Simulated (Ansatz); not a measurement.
# CH3FIIn: the cost of one run

Program: Ansatz 0.2.0, Gaussian basis. Level of theory: the settings change from run to run. These are calculated values, not measurements.

## 1. The relaxed structure

The structure was relaxed beforehand with PBE0-D4 in a triple-zeta def2 set. In, I take a core potential in def2 sets; no spin-orbit term is included.

SMILES `[F][InH][CH2]I`, 7 atoms, charge 0, spin multiplicity 1.

Atoms are counted from 1 here; the program's logs count them from 0.

Bond lengths: F1–In2 1.962 Å, In2–C3 2.136 Å, In2–H5 1.696 Å, C3–I4 2.157 Å, C3–H6 1.086 Å, C3–H7 1.086 Å. Angles: F1–In2–C3 107.7°, F1–In2–H5 113.9°, C3–In2–H5 138.3°, In2–C3–I4 101.1°, In2–C3–H6 113.4°, In2–C3–H7 117.1°, I4–C3–H6 106.4°, I4–C3–H7 106.2°, H6–C3–H7 111.3°.

## 2. B2GP-PLYP/def2-TZVPD

Options: atoms shaken by 0.08 Å, a point charge of 2.00 e beside it, high accuracy.

in.yaml

```yaml
crystal:
  periodic: [false, false, false]
  atoms:
    - {symbol: F, position_ang: [-1.242264, -2.151746, 0.148310]}
    - {symbol: In, position_ang: [-1.080750, -0.176656, 0.194762]}
    - {symbol: C, position_ang: [0.893033, 0.355356, 0.290675]}
    - {symbol: I, position_ang: [1.388531, 0.774134, -1.880421]}
    - {symbol: H, position_ang: [-2.550537, 0.555968, 0.032375]}
    - {symbol: H, position_ang: [1.547561, -0.455461, 0.606505]}
    - {symbol: H, position_ang: [1.253733, 1.179729, 0.836788]}
basis:
  gaussian: {orbitals: def2-TZVPD, point_charges: [{charge: 2.00, position_ang: [5.000, -0.919, -0.483]}]}
hamiltonian: {xc: {name: B2GP-PLYP}}
accuracy: high
```

On the command line:

```bash
$ ansatz run in.yaml --threads 2 --pin off --events-out ev --progress --plain --max-ram 4352MiB
```

Q: Estimate wall time and peak memory on 2 threads of Arm Neoverse V1, shared host.

About 45 s, with a peak of 1.5 GiB.
